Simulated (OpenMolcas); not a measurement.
# BSiH3OF2 (SMILES FB(F)O[SiH3]): levels of theory compared

Aim: a comparison of 6 runs (HF/3-21G, B3LYP/cc-pVDZ, SVWN5/cc-pVDZ, TPSS/cc-pVDZ, revPBE/cc-pVDZ, CCSD(T)/cc-pVDZ) of BSiH3OF2. 

Program for the calculation: OpenMolcas 26.06.

1 further run of the same task is left out (set aside as unsound or not needed).

**1. The structure to begin with**

BSiH3OF2: 8 atoms, total charge 0, spin state singlet. As SMILES, `FB(F)O[SiH3]`. Geometry: relaxed at PBE0-D4/def2-TZVP.

Bond lengths: F1–B2 1.319 Å, B2–F3 1.328 Å, B2–O4 1.339 Å, O4–Si5 1.661 Å, Si5–H6 1.483 Å, Si5–H7 1.479 Å, Si5–H8 1.483 Å. Angles: F1–B2–F3 117.6°, F1–B2–O4 120.5°, F3–B2–O4 121.9°, B2–O4–Si5 133.7°, O4–Si5–H6 109.6°, O4–Si5–H7 106.3°, O4–Si5–H8 109.6°, H6–Si5–H7 110.5°, H6–Si5–H8 110.2°, H7–Si5–H8 110.5°.

**2. Energy and forces at HF/3-21G (run 1)**

Input file test.input:

```
* BF2H3OSi Hartree-Fock
>>> EXPORT MOLCAS_PRINT=2

&GATEWAY
  BasLib=$CurrDir
  Coord
  8
  angstrom
  F        1.644600      -1.936200       1.091800
  B        0.585700      -1.261700       0.687700
  F       -0.607700      -1.793900       0.922400
  O        0.726600      -0.084400       0.064800
  Si      -0.345100       1.014900      -0.568200
  H       -1.234600       1.517600       0.506100
  H        0.469500       2.116500      -1.124900
  H       -1.146900       0.370000      -1.635500
  Basis=3-21G
  Group=NoSym

&SEWARD

&SCF
  Thresholds=1e-10 1e-07 1e-07 1e-05
  PrOrbitals=1

&ALASKA
```

The basis set 3-21G is read from a file made from the Basis Set Exchange's data (not shown).

The run is started by

```bash
$ export MOLCAS_MEM=1860
$ pymolcas test.input > test.log
```

What it wrote:

```text
--- Start Module: gateway ---
[...]
--- Stop Module: gateway /rc=_RC_ALL_IS_WELL_ ---
[...]
      Basis functions           55
[...]
--- Start Module: scf ---
[...]
       Convergence after  14 Iterations
[...]
::    Total SCF energy                               -586.1801545679
[...]
      Total spin, S                                     0.0000000000
[...]
      Total electronic charge=   48.000000
      Total            charge=   -0.000000
[...]
      Dipole Moment (debye):
      Origin of the operator (angstrom)=    0.2728   -0.5591    0.2990
                   X= -1.3202E+00               Y=  1.8465E+00               Z= -1.0430E+00           Total=  2.4980E+00
      Quadrupole Moment (debye*angstrom):
[...]
--- Stop Module: scf /rc=_RC_ALL_IS_WELL_ ---
--- Start Module: alaska ---
[...]
 *              Molecular gradients               *
 **************************************************
  Irreducible representation: a
 ------------------------------------------------------------------------------------------
                              X                       Y                       Z
 ------------------------------------------------------------------------------------------
  F1               -1.60619453124742E-02    1.47152052758788E-02   -8.52891547358858E-03
  B2               -1.69356226998041E-02   -8.21578757009234E-03    3.67098263825277E-03
  F3                2.04325365216391E-02    7.08799118686265E-03   -2.93706395195237E-03
  O4                9.28499631331903E-04    9.13355699521468E-03   -4.82825461859626E-03
  SI5               8.09319723793767E-03   -2.15370933768302E-02    1.18091389408352E-02
  H6                4.13109211847118E-04   -1.81790893640787E-04    1.00040586362438E-03
  H7                2.66244181336761E-03   -8.69275273012171E-05    1.67809948212971E-04
  H8                4.67783596142635E-04   -9.15154090190828E-04   -3.54103346821955E-04
[...]
--- Stop Module: alaska /rc=_RC_ALL_IS_WELL_ ---
[...]
```

Run time: 2.4 s. Hardware: 1 thread of Arm Neoverse V2, shared host; peak memory 0.39 GiB.

**3. Energy and gradient at B3LYP/cc-pVDZ (run 2)**

Input file mol.xyz:

```xyz
8

F      1.644600    -1.936200     1.091800
B      0.585700    -1.261700     0.687700
F     -0.607700    -1.793900     0.922400
O      0.726600    -0.084400     0.064800
Si    -0.345100     1.014900    -0.568200
H     -1.234600     1.517600     0.506100
H      0.469500     2.116500    -1.124900
H     -1.146900     0.370000    -1.635500
```

Input file job.input:

```
&GATEWAY
 BasLib=$CurrDir
 Coord=mol.xyz
 Basis=cc-pVDZ
 Group=NoSym

&SEWARD
 GridInput
 Grid=UltraFine
 End of Grid

&SCF
 KSDFT=B3LYP
 Thresholds=1e-10 1e-07 1e-07 1e-05
 PrOrbitals=0

&ALASKA
```

The basis set cc-pVDZ is read from a file made from the Basis Set Exchange's data (not shown).

The run is started by

```bash
$ export MOLCAS_MEM=1860
$ pymolcas job.input > job.log
```

What it wrote:

```text
--- Start Module: gateway ---
[...]
--- Stop Module: gateway /rc=_RC_ALL_IS_WELL_ ---
[...]
      Basis functions           89
[...]
--- Start Module: scf ---
[...]
       Convergence after  13 Iterations
[...]
::    Total KS-DFT energy                            -591.2876111281
[...]
      Total spin, S                                     0.0000000000
[...]
      Total electronic charge=   48.000000
      Total            charge=   -0.000000
[...]
      Dipole Moment (debye):
      Origin of the operator (angstrom)=    0.2728   -0.5591    0.2990
                   X= -7.6777E-01               Y=  1.3722E+00               Z= -7.6599E-01           Total=  1.7490E+00
      Quadrupole Moment (debye*angstrom):
[...]
--- Stop Module: scf /rc=_RC_ALL_IS_WELL_ ---
[...]
--- Start Module: alaska ---
[...]
 *              Molecular gradients               *
 **************************************************
  Irreducible representation: a
 ------------------------------------------------------------------------------------------
                              X                       Y                       Z
 ------------------------------------------------------------------------------------------
  F1               -9.84792899048870E-03    6.10641708615667E-03   -3.67588089634996E-03
  B2               -5.24665511778918E-04   -4.36058987558319E-03    2.31170011205550E-03
  F3                1.09781403393114E-02    4.63554641997455E-03   -2.02120824424501E-03
  O4               -1.81802759981142E-02    1.10849130447832E-02   -6.68650955137018E-03
  SI5               1.49722679066615E-02   -1.45075477169385E-02    8.35468581922161E-03
  H6                2.41548652681267E-03   -1.57656566452991E-03   -2.47330032534698E-03
  H7               -2.01376218835758E-03   -2.64837181247080E-03    1.34497044138926E-03
  H8                2.20073791595610E-03    1.26619851868326E-03    2.84554264456593E-03
[...]
--- Stop Module: alaska /rc=_RC_ALL_IS_WELL_ ---
[...]
```

Wall time 31 s (1 thread of Arm Neoverse V2, shared host); peak memory 0.49 GiB.

Runs 3 to 5 aren't shown in full; the table further down has their settings and results.

**4. The energy at CCSD(T)/cc-pVDZ (run 6)**

Input file mol.input:

```
* BF2H3OSi CCSD(T)

&GATEWAY
 BASLIB
 $CurrDir
 BASISSET
 F.cc-pVDZ....
 F1 1.644600 -1.936200 1.091800 angstrom
 F3 -0.607700 -1.793900 0.922400 angstrom
 End of Basis
 BASISSET
 B.cc-pVDZ....
 B2 0.585700 -1.261700 0.687700 angstrom
 End of Basis
 BASISSET
 O.cc-pVDZ....
 O4 0.726600 -0.084400 0.064800 angstrom
 End of Basis
 BASISSET
 Si.cc-pVDZ....
 Si5 -0.345100 1.014900 -0.568200 angstrom
 End of Basis
 BASISSET
 H.cc-pVDZ....
 H6 -1.234600 1.517600 0.506100 angstrom
 H7 0.469500 2.116500 -1.124900 angstrom
 H8 -1.146900 0.370000 -1.635500 angstrom
 End of Basis

&SEWARD

&SCF
 THRESHOLDS
 1e-10 1e-07 1e-07 1e-05
 PRORBITALS
 1 1

&RASSCF
 FILEORB
 $Project.ScfOrb
 SPIN
 1
 NACTEL
 0 0 0
 INACTIVE
 24
 RAS2
 0
 OUTORBITALS
 Canonical
 ORBLISTING
 Few

&MOTRA
 JOBIPH
 FROZEN
 9

&CCSDT
 CCT
 TRIPLES
 2
 ITERATIONS
 80
 ACCURACY
 1e-08
 EXTRAPOLATION
 5 4
```

The basis set cc-pVDZ is read from a file made from the Basis Set Exchange's data (not shown).

The run is started by

```bash
$ export MOLCAS_MEM=1860
$ pymolcas mol.input > mol.log
```

What it wrote:

```text
--- Start Module: gateway ---
[...]
--- Stop Module: gateway /rc=_RC_ALL_IS_WELL_ ---
[...]
      Basis functions           89
[...]
       Convergence after  18 Iterations
[...]
::    Total SCF energy                               -589.3330333946
[...]
      Total spin, S                                     0.0000000000
[...]
      Number of active orbitals                  0
[...]
      Spin quantum number                      0.0
[...]
      Active orbitals                            0
[...]
      Number of CSFs                             1
[...]
      Number of root(s) required                 1
[...]
      Convergence after  4 iterations
[...]
      Natural orbitals and occupation numbers for root  1
      ************************************************************************************************************************
      *                                                    Final results                                                     *
      ************************************************************************************************************************
[...]
::    RASSCF root number  1 Total energy:   -589.33303339
[...]
      Total electronic charge=   48.000000
      Total            charge=   -0.000000
[...]
      Dipole Moment (debye):
      Origin of the operator (angstrom)=    0.2728   -0.5591    0.2990
                   X= -8.8307E-01               Y=  1.5655E+00               Z= -8.7419E-01           Total=  1.9987E+00
      Quadrupole Moment (debye*angstrom):
[...]
--- Start Module: motra ---
[...]
      *** WARNING: Default frozen orbitals is overwritten by user input.
      *** Default values:   6
[...]
--- Stop Module: motra /rc=_RC_ALL_IS_WELL_ ---
[...]
--- Start Module: ccsdt ---
[...]
      Convergence after                    15  Iterations
      Total energy (diff) :    -590.09242327       0.00000000
[...]
 METHOD                       : CCSD+T(CCSD)+<T3(1)WT1> = CCSD(T)
[...]
       CCSD     =      -590.0924232714722
[...]
--- Stop Module: ccsdt /rc=_RC_ALL_IS_WELL_ ---
[...]
```

Run time: 95 s. Hardware: 1 thread of Arm Neoverse V2, shared host; peak memory 0.49 GiB.

**5. The series**

```csv
run,level,integration grid,task,energy (Eh),dipole moment (D) of the reference,HOMO energy (eV),LUMO energy (eV),wall time
1,HF/3-21G,–,gradient,-586.180155,2.50,-13.16,3.76,2.4 s
2,B3LYP/cc-pVDZ,UltraFine,gradient,-591.287611,1.75,-9.27,0.08,31 s
3,SVWN5/cc-pVDZ,UltraFine,gradient,-588.004680,1.71,-8.07,-0.86,23 s
4,TPSS/cc-pVDZ,UltraFine,gradient,-591.318311,1.61,-8.23,-0.35,50 s
5,revPBE/cc-pVDZ,UltraFine,gradient,-591.088739,1.60,-7.98,-0.48,35 s
6,CCSD(T)/cc-pVDZ,–,energy,-590.107281,2.00,-13.14,3.60,95 s
```

**6. Summary of results**

```
                                          quantity          value
                               run 6: total energy  -590.10728 Eh
         run 6: dipole moment (mean-field density)         2.00 D
        run 6: HOMO energy (Hartree–Fock orbitals)      -13.14 eV
        run 6: LUMO energy (Hartree–Fock orbitals)        3.60 eV
      run 6: HOMO–LUMO gap (Hartree–Fock orbitals)       16.75 eV
run 6: correlation energy (9 core orbitals frozen)     -774.2 mEh
                             run 6: (T) correction     -14.86 mEh
```

**Reading.** Over runs 1, 2, 3, 4, 5 the dipole moment (its size) runs from 1.60 D (revPBE/cc-pVDZ) to 2.50 D (HF/3-21G). The two ends differ in method and basis. Over runs 1, 2, 3, 4, 5 the HOMO–LUMO gap runs from 7.21 eV (SVWN5/cc-pVDZ) to 16.92 eV (HF/3-21G). Totals of different functionals can't be ranked against each other. All runs together took 4 min, the longest 95 s.
